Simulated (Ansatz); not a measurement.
# [MoO3Br]- (MoBrO₃−): structure and electronic state

What does [MoO3Br]- (MoBrO₃−) look like as a singlet, and where do its frontier electrons sit?

Computed with Ansatz 0.2.0, Gaussian basis. Level: RKS PBE0-D4/def2-TZVPD.

Levels to be run: relaxation at r2SCAN-D4/def2-SVPD; a search for the lowest solution at PBE0-D4/def2-SVP; a single point at PBE0-D4/def2-TZVPD; harmonic vibrations at r2SCAN-D4/def2-SVPD.

1 further run of the same task is left out (set aside as unsound or not needed). Runs told in other sessions of the task aren't counted.

**1. Where the work starts**

5 atoms, charge -1, spin multiplicity 1.

Atoms are counted from 1 here; the program's logs count them from 0.

Bond lengths: Mo1–O2 1.652 Å, Mo1–O3 1.652 Å, Mo1–O4 1.652 Å, Mo1–Br5 2.409 Å. Angles: O2–Mo1–O3 115.1°, O2–Mo1–O4 115.1°, O2–Mo1–Br5 102.9°, O3–Mo1–O4 115.1°, O3–Mo1–Br5 102.9°, O4–Mo1–Br5 103.0°.

Formally the metal is d0. Mo takes a core potential in the def2 sets. No spin-orbit coupling is included. The ion is computed in the gas phase, without counter-ions or solvent.

The start is a GFN2-xTB geometry.

**2. Relaxation at r2SCAN-D4/def2-SVPD**

Contents of in.yaml:

```yaml
crystal:
  periodic: [false, false, false]
  atoms:
    - {symbol: Mo, position_ang: [0.121220, 0.212290, 0.087520]}
    - {symbol: O, position_ang: [0.037020, 0.033350, 1.727600]}
    - {symbol: O, position_ang: [1.635490, 0.065090, -0.557070]}
    - {symbol: O, position_ang: [-0.788340, 1.444670, -0.531280]}
    - {symbol: Br, position_ang: [-1.005400, -1.755410, -0.726780]}
basis:
  gaussian: {orbitals: def2-SVPD}
total_charge: -1
hamiltonian: {xc: r2scan, dispersion: d4}
scf: {lower_state_search: "off"}
output: {orbitals: {seedname: orbitals}}
relax: {f_tol: 0.02, max_steps: 100}
```

Launch:

```bash
ansatz run in.yaml --threads 4 --pin off --events-out ev --progress --plain --max-ram 3916MiB
```

After this run come: Searching for the lowest solution, PBE0-D4/def2-SVP; Single point, PBE0-D4/def2-TZVPD; Vibrations by finite differences.

Before running them: what should the planned runs give, taken together? Wanted: point group; near neighbours of the metal; HOMO, LUMO at PBE0-D4/def2-TZVPD; charge on the metal; lowest, highest wavenumber.

As calculated:

```
                                          quantity                              value
                                       point group                                C3v
                      near neighbours of the metal  O 1.73, O 1.73, O 1.73, Br 2.52 Å
                  HOMO, LUMO at PBE0-D4/def2-TZVPD                     -3.78, 2.83 eV
charge on the metal (Mulliken, PBE0-D4/def2-TZVPD)                            +2.02 e
                        lowest, highest wavenumber                      150, 969 cm⁻¹
```

What this shows: The molecule keeps its bonding pattern by the stored test; the atoms moved 0.13 Å (rms). The metal has 4 near neighbours by the distance rule, from 1.73 to 2.52 Å. The Mulliken charge of the metal, +2.02 e, depends on the basis and isn't its oxidation state. All wavenumbers are real: a minimum at this level. Whether this spin is the lowest isn't tested here.
